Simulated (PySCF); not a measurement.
**The bond of TlSb, level by level**

An exercise on one series of results from a longer session: the logs are not shown, and one member is left open.

Computed with PySCF 2.14.0. Level: Tl cc-pVDZ-PP with ECP60, Sb cc-pVDZ-PP with ECP28, scalar-relativistic core potentials.

The first run:

The job is set up so:

```yaml
atoms: Tl, Sb
charge: 0
basis: Tl cc-pVDZ-PP with ECP60, Sb cc-pVDZ-PP with ECP28
Hamiltonian: scalar-relativistic core potentials
basis_functions: 46
electrons_treated: 44
masses_in_u: 204.9744, 120.9038
levels: PBE0, PBE, r²SCAN, PW91, r²SCAN0, TPSS, HF, MP2, SCS-MP2, CCSD, CCSD(T)
grid: 80 radial by 434 angular points
occupations: held fixed by the projection of orbital angular momentum
dissociation_limit: Tl + Sb, each in its ground configuration
starting_distance_in_angstrom: 2.795
values_of_2S_to_try: 0, 2, 4
```

Run with:

```sh
$ OMP_NUM_THREADS=1 python dia.py task.json out
```

Steps of the session up to this table: Set-up; The PBE0 curve of the state that the search chose; Higher solutions at PBE0; PBE (GGA); r²SCAN (meta-GGA); PW91; r²SCAN0 (hybrid meta-GGA); TPSS; UHF (mean field); Adding correlation.

One of the session's tables, all rows but one given; the rest of the session is left out.

Energy (eV) from each level's lowest point:

```
R (Å)    UHF  UHF-MP2  UHF-SCS-MP2  UHF-CCSD  UHF-CCSD(T)
2.602  0.729    0.642        0.688       n/a          n/a
2.723  0.347    0.284        0.316     0.320        0.322
2.844  0.128    0.090        0.108     0.111        0.113
2.934  0.041    0.021        0.030     0.031        0.032
3.025  0.003    0.000        0.000     0.000        0.000
3.116  0.000    0.017        0.008     0.005        0.004
3.237      ?        ?            ?         ?            ?
3.388  0.112    0.222        0.196     0.152        0.151
3.570  0.210    0.424        0.394     0.307        0.308
3.812  0.311    0.652        0.620       n/a          n/a
```

Estimate the missing values for R (Å) = 3.237.

Worked estimate for «UHF». A straight line through the neighbours (3.116, 0.000) and (3.388, 0.112) gives 0.000 + (0.112 − 0.000) × (3.237 − 3.116) / (3.388 − 3.116) = 0.050; a parabola fitted to 4 rows on both sides gives 0.043.

The run gave: UHF: 0.035; UHF-MP2: 0.084; UHF-SCS-MP2: 0.066; UHF-CCSD: 0.052; UHF-CCSD(T): 0.050. In «UHF» the line misses by +0.015 and the parabola by +0.008.

State 3 has its PBE0 minimum 0.38 eV higher. The other levels ran on the lowest alone.
